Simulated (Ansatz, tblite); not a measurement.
# CuF₃H₉N₃−: rung by rung

One table from this session's results is given with a row withheld; the runs are named, their logs left out.

Method: as each input shows; program: Ansatz 0.2.0, Gaussian basis.

The runs, in order: GFN1-xTB, GFN2-xTB, PBE-D4/def2-TZVPD, r2SCAN-D4/def2-TZVPD, revPBE-D4/def2-TZVPD, MP2/def2-SVPD, RPA/def2-SVPD.

4 further runs of the same task are left out: 4 that didn't finish. Runs told in other sessions of the task aren't counted.

**The geometry**

The geometry is that of the doublet, from an earlier relaxation (B3LYP-D4/def2-SVPD).

16 atoms, charge -1, spin multiplicity 2.

Bond lengths: Cu1–F2 1.964 Å, Cu1–F3 1.866 Å, Cu1–F4 1.866 Å, Cu1–N5 2.157 Å, N5–H8 1.014 Å, N5–H9 1.025 Å, N5–H10 1.025 Å, N6–H11 1.017 Å, N6–H12 1.025 Å, N6–H13 1.029 Å, N7–H14 1.025 Å, N7–H15 1.017 Å, N7–H16 1.029 Å. Angles: F2–Cu1–F3 103.3°, F2–Cu1–F4 103.3°, F2–Cu1–N5 101.0°, F3–Cu1–F4 147.2°, F3–Cu1–N5 96.7°, F4–Cu1–N5 96.7°, Cu1–N5–H8 119.9°, Cu1–N5–H9 102.7°, Cu1–N5–H10 102.7°, H8–N5–H9 110.7°, H8–N5–H10 110.8°, H9–N5–H10 109.2°, H11–N6–H12 108.0°, H11–N6–H13 108.0°, H12–N6–H13 102.4°, H14–N7–H15 108.0°, H14–N7–H16 102.4°, H15–N7–H16 107.9°.

No spin-orbit coupling is included. The ion is computed in the gas phase, without counter-ions or solvent.

PBE0-D4/def2-TZVPD was run before; its log isn't repeated, and its numbers join the tables.

The first run:

Tight binding, by tblite at 300 K electronic temperature and without a spin-polarisation term:

```python
tblite.interface.Calculator('GFN1-xTB', numbers, positions, charge=-1, uhf=1).singlepoint()
```

Tight binding, by tblite at 300 K electronic temperature and without a spin-polarisation term:

```python
tblite.interface.Calculator('GFN2-xTB', numbers, positions, charge=-1, uhf=1).singlepoint()
```

start.molden holds the orbitals of an earlier run on this state, given as this run's starting guess.

The input, in.yaml:

```yaml
crystal:
  periodic: [false, false, false]
  atoms:
    - {symbol: Cu, position_ang: [1.012935, 0.983125, 0.610061]}
    - {symbol: F, position_ang: [-0.156236, -0.114773, 1.742951]}
    - {symbol: F, position_ang: [2.631512, 0.055281, 0.637534]}
    - {symbol: F, position_ang: [0.154379, 2.639706, 0.586989]}
    - {symbol: N, position_ang: [0.392745, 0.350332, -1.357041]}
    - {symbol: N, position_ang: [-2.210219, 1.022369, 0.019367]}
    - {symbol: N, position_ang: [0.927180, -2.250916, 0.082496]}
    - {symbol: H, position_ang: [0.828582, 0.754124, -2.179008]}
    - {symbol: H, position_ang: [-0.613935, 0.541996, -1.348762]}
    - {symbol: H, position_ang: [0.543958, -0.662716, -1.326252]}
    - {symbol: H, position_ang: [-3.185592, 1.137903, 0.281984]}
    - {symbol: H, position_ang: [-1.735883, 1.919487, 0.161310]}
    - {symbol: H, position_ang: [-1.760930, 0.421194, 0.723480]}
    - {symbol: H, position_ang: [1.840141, -1.809768, 0.230963]}
    - {symbol: H, position_ang: [0.998893, -3.224110, 0.367711]}
    - {symbol: H, position_ang: [0.332480, -1.763236, 0.766217]}
basis:
  gaussian: {orbitals: def2-TZVPD, initial_orbitals: start.molden}
total_charge: -1
magnetization: {spin_polarized: true, initial_magnetization: 1}
hamiltonian: {xc: pbe, dispersion: d4}
scf: {omitted_lower_state_checks: [starts]}
output: {forces: true, orbitals: {seedname: orbitals}}
```

The run is started by

```console
ansatz run in.yaml --threads 4 --pin off --events-out ev --progress --plain --max-ram 4787MiB
```

Among the steps run: PBE-D4/def2-TZVPD; r2SCAN-D4/def2-TZVPD; revPBE-D4/def2-TZVPD; MP2/def2-SVPD; RPA/def2-SVPD.

One table of the session follows, with a row left open; its other results are not shown here.

It belongs to the step «Levels side by side». 

```
               level  HOMO (eV)  LUMO (eV)  gap (eV)
   PBE-D4/def2-TZVPD          ?          ?         ?
revPBE-D4/def2-TZVPD      -0.71      -0.08      0.63
r2SCAN-D4/def2-TZVPD      -1.12       0.17      1.29
  PBE0-D4/def2-TZVPD      -3.21       1.66      4.87
```

Estimate the missing values for PBE-D4/def2-TZVPD.

**Answer.** HOMO (eV): -0.81; LUMO (eV): -0.21; gap (eV): 0.59. In the column «HOMO (eV)» it lies between r2SCAN-D4/def2-TZVPD (-1.12) and revPBE-D4/def2-TZVPD (-0.71).
